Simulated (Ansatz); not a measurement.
# AlGaH: the cost of one run

The runs use Ansatz 0.2.0, Gaussian basis; def2-QZVPP, all electrons in the functionals, frozen cores in the correlation of double hybrids and RPA.

The runs, in order: wB97M-V, B2PLYP, at charge 0, quartet; charge 0, doublet; charge 0, sextet; charge 1, triplet; charge 1, quintet.

10 further runs of the same task are left out: 10 set aside as unsound or not needed. Runs told in other sessions of the task aren't counted.

### Step 1. The system

The geometry is a PBE0/def2-TZVP stationary point (not a proven minimum). No spin-orbit coupling is included. The filled d shell of Ga may be among the frozen orbitals whatever the setting's name suggests.

3 atoms, charge 0, spin multiplicity 4.

Atoms are counted from 1 here; the program's logs count them from 0.

Bond lengths: Al1–Ga2 2.344 Å, Al1–H3 1.582 Å. Angles: Ga2–Al1–H3 180.0°.

Geometry (Å):

```xyz
3
charge 0, multiplicity 4
Al    0.0000    0.0000    0.2539
Ga    0.0000    0.0000   -2.0897
H     0.0000    0.0000    1.8358
```

No dispersion term is added; wB97M-V holds VV10 nonlocal correlation.

The geometry shown and the zero of energy belong to the point charge 0, quartet. The yardstick, RCCSD(T), and other wave-function levels (R restricted, U unrestricted, valence and pair active spaces) come from earlier runs.

### Step 2. wB97M-V, charge 0, quartet

in.yaml reads:

```yaml
crystal:
  periodic: [false, false, false]
  atoms:
    - {symbol: Al, position_ang: [0.000000, 0.000000, 0.253900]}
    - {symbol: Ga, position_ang: [0.000000, 0.000000, -2.089700]}
    - {symbol: H, position_ang: [0.000000, 0.000000, 1.835800]}
basis:
  gaussian: {orbitals: "def2-QZVPP.json"}
magnetization: {spin_polarized: true, initial_magnetization: 3}
hamiltonian: {xc: {name: wB97M-V}}
output: {orbitals: {seedname: orbitals}}
```

Command:

```
ansatz run in.yaml --threads 1 --pin off --events-out ev --progress --plain --max-ram 2393MiB
```

**Question.** How long does this run take on 1 thread of Intel Xeon 6975P-C, shared host, and how much memory does it need?

About 12 s, with a peak of 0.62 GiB.
